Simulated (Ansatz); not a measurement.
Set up this calculation in Ansatz 0.2.0, as the native input.

* Task: band structure
* Functional: PBE
* Potentials or basis: Ansatz PAW
* Cutoff: 420 eV (not typed: the program's choice for these potentials)
* k mesh: 12 × 12 × 1
* Occupations: fermi-dirac, width 0.05 eV
* Spin: collinear spin, ferromagnetic start
* Starting moments: [2.0, 2.0, 2.0, 2.0, 2.0, 2.0, 2.0] μB
* Boundary along the surface normal: dipole_correction
* Path: [["G", "M", "K", "G"]]
* Points for each segment of the path: 10
* Miller: [0, 0, 1]
* Bulk formula: Co

Co, a slab with vacuum:

```
Co
1.0
     2.47056    0.00000    0.00000
    -1.23528    2.13957    0.00000
     0.00000    0.00000   27.13235
Co
7
Direct
  0.33333 0.66667 0.27642
  0.00000 0.00000 0.35095
  0.66667 0.33333 0.42547
  0.00000 0.00000 0.50000
  0.33333 0.66667 0.57453
  0.00000 0.00000 0.64905
  0.66667 0.33333 0.72358
```

The cell isn't the ideal one: the (0 0 1) slab of Co, cut from the database cell, not relaxed.

One way to write it, as run:

input.yaml

```yaml
crystal:
  lattice:
    - [2.4705617809, 0.0, 0.0]
    - [-1.2352808904, 2.1395692639, 0.0]
    - [0.0, 0.0, 27.1323507]
  atoms:
    - { symbol: Co, position: [0.33333333, 0.66666666, 0.2764227871], spin: 2.0 }
    - { symbol: Co, position: [0.0, 0.0, 0.3509485247], spin: 2.0 }
    - { symbol: Co, position: [0.66666667, 0.33333334, 0.4254742624], spin: 2.0 }
    - { symbol: Co, position: [0.0, 0.0, 0.5], spin: 2.0 }
    - { symbol: Co, position: [0.33333333, 0.66666666, 0.5745257376], spin: 2.0 }
    - { symbol: Co, position: [0.0, 0.0, 0.6490514753], spin: 2.0 }
    - { symbol: Co, position: [0.66666667, 0.33333334, 0.7235772129], spin: 2.0 }
hamiltonian:
  xc: pbe
  pseudopotentials: { kind: paw }
magnetization:
  spin_polarized: true
kpoints:
  mp_grid: { grid: [12, 12, 1] }
  band_path:
    path:
      - [0.0, 0.0, 0.0]
      - [0.5, 0.0, 0.0]
      - [0.3333333333, 0.3333333333, 0.0]
      - [0.0, 0.0, 0.0]
    npoints: 10
scf:
  occupations: { method: fermi_dirac, width: 0.05 }
  n_extra_bands: 17
output:
  forces: true
  eigenvalues: true
  fatbands: false
  write_density: true
  write_potential: true
  elf: true
  volumetric_format: npy
efield:
  axis: 3
  dipole_correction: true
  ramp_width: 0.04
```

Potentials or basis: Ansatz PAW.

Command:

```bash
$ ansatz run input.yaml --threads 4 --pin off --max-ram 11264MiB --backend cpu --events-out ev --progress --plain --runs-dir out
```

Results of the run:

```json
{"Largest force": "0.367 eV/Å", "Band gap on the k mesh": "none (metal or under the smearing width)", "Net moment": "11.90 μB per cell", "Absolute moment": "12.97 μB per cell", "Site moments": "Co +1.83, +1.76, +1.74, +1.72 μB", "Work function of the upper face": "5.08 eV", "Work function of the lower face": "5.08 eV", "Dipole across the slab": "0.000 e·Å"}
```

Wall time 49 s on 4 threads of Arm Neoverse V1, on a shared host, peak memory 0.77 GiB.
